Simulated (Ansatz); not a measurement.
# CH4AlFS: one molecule under many settings

How do the results and run time of CH4AlFS respond when the settings are drawn wide?

Computed with Ansatz 0.2.0, Gaussian basis. Level: the settings change from run to run.

### Step 1. The relaxed structure

An earlier PBE0-D4 in a triple-zeta def2 set relaxation fixed the geometry.

8 atoms, charge 0, spin multiplicity 1.

Atoms are counted from 1 here; the program's logs count them from 0.

Bond lengths: F1–Al3 1.651 Å, C2–Al3 1.954 Å, C2–S4 1.804 Å, C2–H5 1.094 Å, C2–H7 1.094 Å, Al3–H6 1.573 Å, S4–H8 1.345 Å. Angles: Al3–C2–S4 109.4°, Al3–C2–H5 108.8°, Al3–C2–H7 108.8°, S4–C2–H5 111.2°, S4–C2–H7 111.1°, H5–C2–H7 107.6°, F1–Al3–C2 115.9°, F1–Al3–H6 117.9°, C2–Al3–H6 126.2°, C2–S4–H8 99.1°.

### Step 2. B2PLYP/aug-cc-pVDZ

Options: unrestricted orbitals.

The input, in.yaml:

```yaml
crystal:
  periodic: [false, false, false]
  atoms:
    - {symbol: F, position_ang: [2.638846, 0.554263, 0.552016]}
    - {symbol: C, position_ang: [-0.105322, -0.304496, -0.496633]}
    - {symbol: Al, position_ang: [1.013253, 0.582806, 0.837951]}
    - {symbol: S, position_ang: [-1.835881, -0.182665, -0.003233]}
    - {symbol: H, position_ang: [0.208758, -1.349159, -0.581027]}
    - {symbol: H, position_ang: [0.507157, 1.309669, 2.138103]}
    - {symbol: H, position_ang: [0.062305, 0.170220, -1.468119]}
    - {symbol: H, position_ang: [-2.396916, -0.837640, -1.034860]}
basis:
  gaussian: {orbitals: aug-cc-pVDZ}
magnetization: {spin_polarized: true, initial_magnetization: 0}
hamiltonian: {xc: {name: B2PLYP}}
```

Launch:

```console
$ ansatz run in.yaml --threads 2 --pin off --events-out ev --progress --plain --max-ram 4352MiB
```

Standard output:

```text
Functional definition: B2PLYP
  name "B2PLYP"
  cite "Grimme, J. Chem. Phys. 124, 034108 (2006) doi:10.1063/1.2148954"
  cite "Becke, Phys. Rev. A 38, 3098 (1988) doi:10.1103/PhysRevA.38.3098"
  cite "Lee, Yang & Parr, Phys. Rev. B 37, 785 (1988) doi:10.1103/PhysRevB.37.785"
  parameter a = 0.53
  parameter c = 0.27
  exchange = (1 - a)*b88_x + a*exact_x
  correlation = (1 - c)*lyp_c + c*(mp2_os + mp2_ss)
1335 factors; integrals over basis functions are off by at most 1.0e-3 eV
mean field evaluation 1: about -21233.5906 eV, gradient 3.5e1 eV
mean field evaluation 2: about -21233.6015 eV, gradient 3.5e1 eV
mean field evaluation 4: about -21238.6218 eV, gradient 2.8e0 eV
mean field evaluation 8: about -21238.6535 eV, gradient 3.9e-2 eV
mean field evaluation 16: about -21238.6535 eV, gradient 5.4e-6 eV
mean field -21238.65348517 eV, -780.5061195035 hartree, gradient 5.4e-6 eV, S^2 0.000000; 0 other end points of the search recorded, 0 dependent functions left out
12 core orbitals not correlated: weight in the atoms' cores, before any rotation towards them, 1.000 or more for the frozen orbitals, at most 0.000 for the correlated occupied ones
reference -21238.65368806 eV, -780.5061269599 hartree; 12, 12 occupied and 112, 112 virtual orbitals, 1335 factors
second order -18.82231881 eV of doubles, -0.00000000 eV of singles
Total energy: -21243.73571414 eV, -780.6928879735 hartree
```

Run time: 7 s. Hardware: 2 threads of Arm Neoverse V1, shared host.

⟨S²⟩ 0.000.

### Step 3. PBEsol/def2-TZVP

Options: density fitting with cc-pVTZ-jkfit, D3(BJ) dispersion, the search for lower states set to full.

in.yaml: that of step 2 with these lines changed.

```diff
@@ -12,4 +12,4 @@
 basis:
-  gaussian: {orbitals: aug-cc-pVDZ}
-magnetization: {spin_polarized: true, initial_magnetization: 0}
-hamiltonian: {xc: {name: B2PLYP}}
+  gaussian: {orbitals: def2-TZVP, fitting: {mean_field: cc-pVTZ-jkfit}}
+hamiltonian: {xc: {name: PBEsol}, dispersion: d3bj}
+scf: {lower_state_search: full}
```

The command is unchanged.

Standard output:

```text
Functional definition: PBEsol
  name "PBEsol"
  cite "Perdew et al., Phys. Rev. Lett. 100, 136406 (2008) doi:10.1103/PhysRevLett.100.136406"
  cite "Perdew, Burke & Ernzerhof, Phys. Rev. Lett. 77, 3865 (1996) doi:10.1103/PhysRevLett.77.3865"
  parent pbesol
  exchange = pbesol_x
  correlation = pbesol_c
520 factors; integrals over basis functions are off by at most 8.4e-1 eV
mean field evaluation 1: about -21189.3564 eV, gradient 7.0e1 eV
mean field evaluation 2: about -21189.3574 eV, gradient 7.0e1 eV
mean field evaluation 4: about -21198.7658 eV, gradient 2.0e1 eV
mean field evaluation 8: about -21199.5336 eV, gradient 1.6e-1 eV
mean field evaluation 16: about -21199.5338 eV, gradient 2.3e-5 eV
mean field -21199.53383573 eV, -779.0684989029 hartree, gradient 2.3e-5 eV, S^2 0.000000; 0 other end points of the search recorded, 0 dependent functions left out
reference -21199.53387754 eV, -779.0685004395 hartree; 24, 24 occupied and 136, 136 virtual orbitals, 520 factors
Total energy: -21199.59734478 eV, -779.0708328175 hartree
```

Wall time 1.6 s (2 threads of Arm Neoverse V1, shared host).

### Step 4. CAM-B3LYP/def2-SVPD

This run has charge -1, multiplicity 2, restricted open-shell orbitals, density fitting with def2-universal-jkfit, D4 dispersion.

in.yaml: that of step 3 with these lines changed.

```diff
@@ -12,4 +12,6 @@
 basis:
-  gaussian: {orbitals: def2-TZVP, fitting: {mean_field: cc-pVTZ-jkfit}}
-hamiltonian: {xc: {name: PBEsol}, dispersion: d3bj}
-scf: {lower_state_search: full}
+  gaussian: {orbitals: def2-SVPD, fitting: {mean_field: def2-universal-jkfit}}
+total_charge: -1
+magnetization: {spin_polarized: false, initial_magnetization: 1}
+hamiltonian: {xc: {name: CAM-B3LYP}, dispersion: d4}
+output: {forces: true}
```

Same command.

Standard output, shortened:

```text
Functional definition: CAM-B3LYP
  name "CAM-B3LYP"
  cite "Yanai, Tew & Handy, Chem. Phys. Lett. 393, 51 (2004) doi:10.1016/j.cplett.2004.06.011"
  cite "Iikura, Tsuneda, Yanai & Hirao, J. Chem. Phys. 115, 3540 (2001) doi:10.1063/1.1383587"
  cite "Becke, Phys. Rev. A 38, 3098 (1988) doi:10.1103/PhysRevA.38.3098"
  cite "Lee, Yang & Parr, Phys. Rev. B 37, 785 (1988) doi:10.1103/PhysRevB.37.785"
  cite "Vosko, Wilk & Nusair, Can. J. Phys. 58, 1200 (1980) doi:10.1139/p80-159"
[...]
  # Exact exchange under (alpha + beta erf(omega r))/r, Becke's under what is left of 1/r.
[...]
480 factors; integrals over basis functions are off by at most 4.0e-1 eV
480 factors; integrals over basis functions are off by at most 1.9e-4 eV
[...]
mean field -21243.85678755 eV, -780.6973373391 hartree, gradient 1.4e-5 eV, S^2 0.750000; 6 other end points of the search recorded, 0 dependent functions left out
[...]
reference -21243.85692682 eV, -780.6973424572 hartree; 25, 24 occupied and 101, 102 virtual orbitals, 480 factors
Total energy: -21244.00891356 eV, -780.7029278668 hartree
Atom 0 at     2.638846     0.554263     0.552016 Å, force     2.257271    -0.147801    -0.570135 eV/Å
Atom 1 at    -0.105322    -0.304496    -0.496633 Å, force     0.087160    -0.169043    -0.315283 eV/Å
Atom 2 at     1.013253     0.582806     0.837951 Å, force    -1.682973     0.562724     1.185328 eV/Å
Atom 3 at    -1.835881    -0.182665    -0.003233 Å, force    -0.078110    -0.026383    -0.016731 eV/Å
Atom 4 at     0.208758    -1.349159    -0.581027 Å, force    -0.139837    -0.248853    -0.029278 eV/Å
Atom 5 at     0.507157     1.309669     2.138103 Å, force    -0.067673     0.069312     0.126553 eV/Å
Atom 6 at     0.062305     0.170220    -1.468119 Å, force    -0.175790     0.069252    -0.217964 eV/Å
Atom 7 at    -2.396916    -0.837640    -1.034860 Å, force    -0.200047    -0.109210    -0.162490 eV/Å
Dipole moment:    -0.507140    -0.540160    -0.834159 e Å
```

Wall time 12 s (2 threads of Arm Neoverse V1, shared host).

Largest force 2.333 eV/Å.

### Step 5. B2GP-PLYP/def2-SVP

Options: multiplicity 3, atoms shaken by 0.08 Å.

The input, in.yaml:

```yaml
crystal:
  periodic: [false, false, false]
  atoms:
    - {symbol: F, position_ang: [2.637013, 0.412734, 0.509515]}
    - {symbol: C, position_ang: [-0.173838, -0.261097, -0.459626]}
    - {symbol: Al, position_ang: [1.011281, 0.610463, 0.796498]}
    - {symbol: S, position_ang: [-1.748658, -0.177775, 0.041027]}
    - {symbol: H, position_ang: [0.254774, -1.409848, -0.499304]}
    - {symbol: H, position_ang: [0.481520, 1.200184, 2.129372]}
    - {symbol: H, position_ang: [0.000612, 0.019675, -1.483675]}
    - {symbol: H, position_ang: [-2.333582, -0.926384, -0.919809]}
basis:
  gaussian: {orbitals: def2-SVP}
magnetization: {spin_polarized: true, initial_magnetization: 2}
hamiltonian: {xc: {name: B2GP-PLYP}}
```

Launched as before.

Standard output, shortened:

```text
Functional definition: B2GP-PLYP
  name "B2GP-PLYP"
  cite "Karton, Tarnopolsky, Lamère, Schatz & Martin, J. Phys. Chem. A 112, 12868 (2008) doi:10.1021/jp801805p"
  cite "Becke, Phys. Rev. A 38, 3098 (1988) doi:10.1103/PhysRevA.38.3098"
  cite "Lee, Yang & Parr, Phys. Rev. B 37, 785 (1988) doi:10.1103/PhysRevB.37.785"
[...]
798 factors; integrals over basis functions are off by at most 1.1e-3 eV
[...]
mean field -21219.24885948 eV, -779.7930126624 hartree, gradient 7.9e-6 eV, S^2 2.014025; 6 other end points of the search recorded, 0 dependent functions left out
12 core orbitals not correlated: weight in the atoms' cores, before any rotation towards them, 1.000 or more for the frozen orbitals, at most 0.000 for the correlated occupied ones
reference -21219.24898101 eV, -779.7930171284 hartree; 13, 11 occupied and 59, 61 virtual orbitals, 798 factors
second order -16.30933297 eV of doubles, -0.00000000 eV of singles
Total energy: -21225.12034088 eV, -780.0087856239 hartree
```

Run time: 13 s. Hardware: 2 threads of Arm Neoverse V1, shared host.

⟨S²⟩ 2.014.

### Step 6. RPBE/6-31G*

Set apart from the defaults: density fitting with def2-universal-jkfit, a point charge of 1.00 e beside it, relativity set to none, high accuracy.

The input, in.yaml:

```yaml
crystal:
  periodic: [false, false, false]
  atoms:
    - {symbol: F, position_ang: [2.638846, 0.554263, 0.552016]}
    - {symbol: C, position_ang: [-0.105322, -0.304496, -0.496633]}
    - {symbol: Al, position_ang: [1.013253, 0.582806, 0.837951]}
    - {symbol: S, position_ang: [-1.835881, -0.182665, -0.003233]}
    - {symbol: H, position_ang: [0.208758, -1.349159, -0.581027]}
    - {symbol: H, position_ang: [0.507157, 1.309669, 2.138103]}
    - {symbol: H, position_ang: [0.062305, 0.170220, -1.468119]}
    - {symbol: H, position_ang: [-2.396916, -0.837640, -1.034860]}
basis:
  gaussian: {orbitals: "6-31G*", fitting: {mean_field: def2-universal-jkfit}, point_charges: [{charge: 1.00, position_ang: [7.153, 0.952, 0.717]}]}
hamiltonian: {xc: {name: RPBE}, pseudopotentials: {relativity: none}}
accuracy: high
output: {forces: true}
```

The command is unchanged.

Standard output, shortened:

```text
Functional definition: RPBE
  name "RPBE"
  cite "Hammer, Hansen & Nørskov, Phys. Rev. B 59, 7413 (1999) doi:10.1103/PhysRevB.59.7413"
  cite "Perdew, Burke & Ernzerhof, Phys. Rev. Lett. 77, 3865 (1996) doi:10.1103/PhysRevLett.77.3865"
[...]
480 factors; integrals over basis functions are off by at most 9.1e-2 eV
[...]
mean field -21250.23119174 eV, -780.9315923725 hartree, gradient 2.9e-8 eV, S^2 0.000000; 0 other end points of the search recorded, 0 dependent functions left out
[...]
reference -21250.23119591 eV, -780.9315925255 hartree; 24, 24 occupied and 52, 52 virtual orbitals, 480 factors
Total energy: -21250.23119591 eV, -780.9315925255 hartree
Atom 0 at     2.638846     0.554263     0.552016 Å, force     1.370693     0.033232    -0.134586 eV/Å
Atom 1 at    -0.105322    -0.304496    -0.496633 Å, force     0.248351    -0.035652    -0.101066 eV/Å
Atom 2 at     1.013253     0.582806     0.837951 Å, force    -1.068102     0.014979     0.171490 eV/Å
Atom 3 at    -1.835881    -0.182665    -0.003233 Å, force    -0.555303     0.308429     0.621740 eV/Å
Atom 4 at     0.208758    -1.349159    -0.581027 Å, force     0.154008    -0.403420    -0.090528 eV/Å
Atom 5 at     0.507157     1.309669     2.138103 Å, force     0.016955     0.178348     0.300996 eV/Å
Atom 6 at     0.062305     0.170220    -1.468119 Å, force     0.103481     0.138403    -0.404989 eV/Å
Atom 7 at    -2.396916    -0.837640    -1.034860 Å, force    -0.185361    -0.229377    -0.363000 eV/Å
Dipole moment:    -0.183068    -0.174777    -0.278304 e Å
```

Wall time 2.7 s (2 threads of Arm Neoverse V1, shared host).

Largest force 1.378 eV/Å, dipole 1.81 D.

### Step 7. RPBE/def2-TZVPD

Options: charge +1, multiplicity 2, relativity set to scalar.

in.yaml: that of step 6 with these lines changed.

```diff
@@ -12,5 +12,6 @@
 basis:
-  gaussian: {orbitals: "6-31G*", fitting: {mean_field: def2-universal-jkfit}, point_charges: [{charge: 1.00, position_ang: [7.153, 0.952, 0.717]}]}
-hamiltonian: {xc: {name: RPBE}, pseudopotentials: {relativity: none}}
-accuracy: high
+  gaussian: {orbitals: def2-TZVPD}
+total_charge: 1
+magnetization: {spin_polarized: true, initial_magnetization: 1}
+hamiltonian: {xc: {name: RPBE}, pseudopotentials: {relativity: scalar}}
 output: {forces: true}
```

Launched as before.

Standard output, shortened:

```text
Functional definition: RPBE
  name "RPBE"
  cite "Hammer, Hansen & Nørskov, Phys. Rev. B 59, 7413 (1999) doi:10.1103/PhysRevB.59.7413"
  cite "Perdew, Burke & Ernzerhof, Phys. Rev. Lett. 77, 3865 (1996) doi:10.1103/PhysRevLett.77.3865"
[...]
1132 factors; their error is unknown
[...]
mean field -21284.16869843 eV, -782.1787727395 hartree, gradient 2.4e-5 eV, S^2 0.753713; 6 other end points of the search recorded, 0 dependent functions left out
[...]
reference -21284.16874993 eV, -782.1787746323 hartree; 24, 23 occupied and 178, 179 virtual orbitals, 1132 factors
Total energy: -21284.16874993 eV, -782.1787746323 hartree
Relativity: scalar
Atom 0 at     2.638846     0.554263     0.552016 Å, force     0.103670    -0.129778    -0.203807 eV/Å
Atom 1 at    -0.105322    -0.304496    -0.496633 Å, force    -0.675298    -0.062128     0.637167 eV/Å
Atom 2 at     1.013253     0.582806     0.837951 Å, force     1.056398     0.654150     0.766592 eV/Å
Atom 3 at    -1.835881    -0.182665    -0.003233 Å, force     0.518543     0.247386    -0.175638 eV/Å
Atom 4 at     0.208758    -1.349159    -0.581027 Å, force    -0.297874    -0.516809    -0.404445 eV/Å
Atom 5 at     0.507157     1.309669     2.138103 Å, force    -0.315442     0.050162     0.098936 eV/Å
Atom 6 at     0.062305     0.170220    -1.468119 Å, force    -0.018799     0.287829    -0.405185 eV/Å
Atom 7 at    -2.396916    -0.837640    -1.034860 Å, force    -0.371199    -0.530813    -0.313620 eV/Å
Dipole moment:    -1.148205    -0.353379    -0.421761 e Å
```

Wall time 19 s (2 threads of Arm Neoverse V1, shared host); peak memory 0.58 GiB.

Largest force 1.460 eV/Å, ⟨S²⟩ 0.754.

### Step 8. B97/def2-mTZVPP

This run has atoms shaken by 0.15 Å, a grid of angular degree 47, high accuracy.

The input, in.yaml:

```yaml
crystal:
  periodic: [false, false, false]
  atoms:
    - {symbol: F, position_ang: [2.395335, 0.850311, 0.463642]}
    - {symbol: C, position_ang: [0.028272, -0.565875, -0.429287]}
    - {symbol: Al, position_ang: [1.180475, 0.637787, 0.745258]}
    - {symbol: S, position_ang: [-2.042398, -0.212818, 0.091897]}
    - {symbol: H, position_ang: [0.125039, -1.484387, -0.277871]}
    - {symbol: H, position_ang: [0.373994, 1.417141, 2.204472]}
    - {symbol: H, position_ang: [0.039582, 0.280231, -1.403371]}
    - {symbol: H, position_ang: [-2.306942, -0.784682, -0.952242]}
basis:
  gaussian: {orbitals: def2-mTZVPP, final_grid: {core_spheres: 20, valence_spheres: 16, degree: 47}}
hamiltonian: {xc: {name: B97}}
accuracy: high
output: {forces: true}
```

Same command.

Standard output, shortened:

```text
Functional definition: B97
  name "B97"
  cite "Becke, J. Chem. Phys. 107, 8554 (1997) doi:10.1063/1.475007"
[...]
      + integral(e_c_pw_opposite_spin*poly(b97_u_opposite, cos0, cos1, cos2))
2310 factors; integrals over basis functions are off by at most 2.0e-8 eV
[...]
mean field -21243.65791934 eV, -780.6900290672 hartree, gradient 3.2e-8 eV, S^2 0.000000; 0 other end points of the search recorded, 0 dependent functions left out
[...]
reference -21243.65792178 eV, -780.6900291570 hartree; 24, 24 occupied and 88, 88 virtual orbitals, 2310 factors
Total energy: -21243.65792178 eV, -780.6900291570 hartree
Atom 0 at     2.395335     0.850311     0.463642 Å, force    36.182076     6.378873    -8.436073 eV/Å
Atom 1 at     0.028272    -0.565875    -0.429287 Å, force    -2.577366    12.999039    -1.126970 eV/Å
Atom 2 at     1.180475     0.637787     0.745258 Å, force   -37.860258    -6.048257    10.091032 eV/Å
Atom 3 at    -2.042398    -0.212818     0.091897 Å, force     3.570261     1.640437     3.452414 eV/Å
Atom 4 at     0.125039    -1.484387    -0.277871 Å, force     0.875510    -8.263007    -0.319581 eV/Å
Atom 5 at     0.373994     1.417141     2.204472 Å, force     1.047072    -0.778813    -1.650680 eV/Å
Atom 6 at     0.039582     0.280231    -1.403371 Å, force     0.110676    -3.800357     1.954267 eV/Å
Atom 7 at    -2.306942    -0.784682    -0.952242 Å, force    -1.347972    -2.127914    -3.964409 eV/Å
Dipole moment:     0.434039    -0.123602    -0.321544 e Å
```

Run time: 7 s. Hardware: 2 threads of Arm Neoverse V1, shared host.

Largest force 39.646 eV/Å, dipole 2.66 D.

### Step 9. PBEsol/def2-mTZVP

Set apart from the defaults: unrestricted orbitals, D3(BJ) dispersion.

The input, in.yaml:

```yaml
crystal:
  periodic: [false, false, false]
  atoms:
    - {symbol: F, position_ang: [2.638846, 0.554263, 0.552016]}
    - {symbol: C, position_ang: [-0.105322, -0.304496, -0.496633]}
    - {symbol: Al, position_ang: [1.013253, 0.582806, 0.837951]}
    - {symbol: S, position_ang: [-1.835881, -0.182665, -0.003233]}
    - {symbol: H, position_ang: [0.208758, -1.349159, -0.581027]}
    - {symbol: H, position_ang: [0.507157, 1.309669, 2.138103]}
    - {symbol: H, position_ang: [0.062305, 0.170220, -1.468119]}
    - {symbol: H, position_ang: [-2.396916, -0.837640, -1.034860]}
basis:
  gaussian: {orbitals: def2-mTZVP}
magnetization: {spin_polarized: true, initial_magnetization: 0}
hamiltonian: {xc: {name: PBEsol}, dispersion: d3bj}
```

Same command.

Standard output:

```text
Functional definition: PBEsol
  name "PBEsol"
  cite "Perdew et al., Phys. Rev. Lett. 100, 136406 (2008) doi:10.1103/PhysRevLett.100.136406"
  cite "Perdew, Burke & Ernzerhof, Phys. Rev. Lett. 77, 3865 (1996) doi:10.1103/PhysRevLett.77.3865"
  parent pbesol
  exchange = pbesol_x
  correlation = pbesol_c
960 factors; their error is unknown
mean field evaluation 1: about -21188.8720 eV, gradient 4.9e1 eV
mean field evaluation 2: about -21162.5152 eV, gradient 9.0e1 eV
mean field evaluation 4: about -21198.5015 eV, gradient 9.1e0 eV
mean field evaluation 8: about -21198.8312 eV, gradient 1.1e-1 eV
mean field evaluation 16: about -21198.7916 eV, gradient 1.1e-4 eV
mean field -21198.79164512 eV, -779.0412239010 hartree, gradient 3.2e-5 eV, S^2 0.000000; 0 other end points of the search recorded, 0 dependent functions left out
reference -21198.79168774 eV, -779.0412254674 hartree; 24, 24 occupied and 70, 70 virtual orbitals, 960 factors
Total energy: -21198.85515498 eV, -779.0435578454 hartree
```

Run time: 2.2 s. Hardware: 2 threads of Arm Neoverse V1, shared host.

⟨S²⟩ 0.000.

### Step 10. CCSD/cc-pVTZ

This run has unrestricted orbitals, atoms shaken by 0.03 Å, correlated electrons set to outside_noble_gas.

The input, in.yaml:

```yaml
crystal:
  periodic: [false, false, false]
  atoms:
    - {symbol: F, position_ang: [2.664438, 0.541766, 0.597806]}
    - {symbol: C, position_ang: [-0.137480, -0.290773, -0.473664]}
    - {symbol: Al, position_ang: [1.025186, 0.564337, 0.876559]}
    - {symbol: S, position_ang: [-1.801415, -0.176438, 0.052063]}
    - {symbol: H, position_ang: [0.169502, -1.344775, -0.573887]}
    - {symbol: H, position_ang: [0.496581, 1.277879, 2.141331]}
    - {symbol: H, position_ang: [0.054962, 0.164760, -1.465688]}
    - {symbol: H, position_ang: [-2.363852, -0.827015, -1.045900]}
basis:
  gaussian: {orbitals: cc-pVTZ}
magnetization: {spin_polarized: true, initial_magnetization: 0}
hamiltonian: {xc: {name: HF}}
correlation: {method: ccsd, electrons: outside_noble_gas}
```

Launched as before.

Standard output, shortened:

```text
Functional definition: HF
  name "HF"
  cite "Fock, Z. Phys. 61, 126 (1930) doi:10.1007/BF01340294"
  parent pbe
[...]
1072 factors; integrals over basis functions are off by at most 1.1e-3 eV
[...]
mean field -21203.96084469 eV, -779.2311884814 hartree, gradient 3.5e-6 eV, S^2 0.000000; 0 other end points of the search recorded, 0 dependent functions left out
12 core orbitals not correlated: weight in the atoms' cores, before any rotation towards them, 1.000 or more for the frozen orbitals, at most 0.000 for the correlated occupied ones
reference -21203.96084469 eV, -779.2311884814 hartree; 12, 12 occupied and 160, 160 virtual orbitals, 1072 factors
second order -18.63144834 eV of doubles, -0.00000000 eV of singles
cycle   1  -19.06799105 eV  change   -4.4e-1 eV  update   9.3e-2
[...]
cycle   9  -19.60451012 eV  change   -1.7e-5 eV  update   1.7e-5
Total energy: -21223.56535481 eV, -779.9516409399 hartree
```

Run time: 6.5 min. Hardware: 2 threads of Arm Neoverse V1, shared host; peak memory 2.1 GiB.

⟨S²⟩ 0.000, T1 0.011.

### Step 11. The runs in one table

```csv
level,charge,multiplicity,geometry,functions,energy (eV),time
B2PLYP/aug-cc-pVDZ,0,1,relaxed,136,-21243.736,7 s
PBEsol/def2-TZVP,0,1,relaxed,160,-21199.597,1.6 s
CAM-B3LYP/def2-SVPD,-1,2,relaxed,126,-21244.009,12 s
B2GP-PLYP/def2-SVP,0,3,shaken,84,-21225.120,13 s
RPBE/6-31G*,0,1,"relaxed, point charge",76,-21250.231,2.7 s
RPBE/def2-TZVPD,1,2,relaxed,202,-21284.169,19 s
B97/def2-mTZVPP,0,1,shaken,112,-21243.658,7 s
PBEsol/def2-mTZVP,0,1,relaxed,94,-21198.855,2.2 s
CCSD/cc-pVTZ,0,1,shaken,184,-21223.565,6.5 min
```

### Step 12. Results

| quantity | value |
| --- | --- |
| runs | 9 |
| quickest | PBEsol/def2-TZVP, 1.6 s |
| slowest | CCSD/cc-pVTZ, 6.5 min |
| spread of total energies, same state and geometry | 44.9 eV |

**Reading.** CCSD/cc-pVTZ took 236 times as long as PBEsol/def2-TZVP. The jobs differ in tasks and options as well as level. The totals spread over 45 eV; they can't be compared across methods or bases.
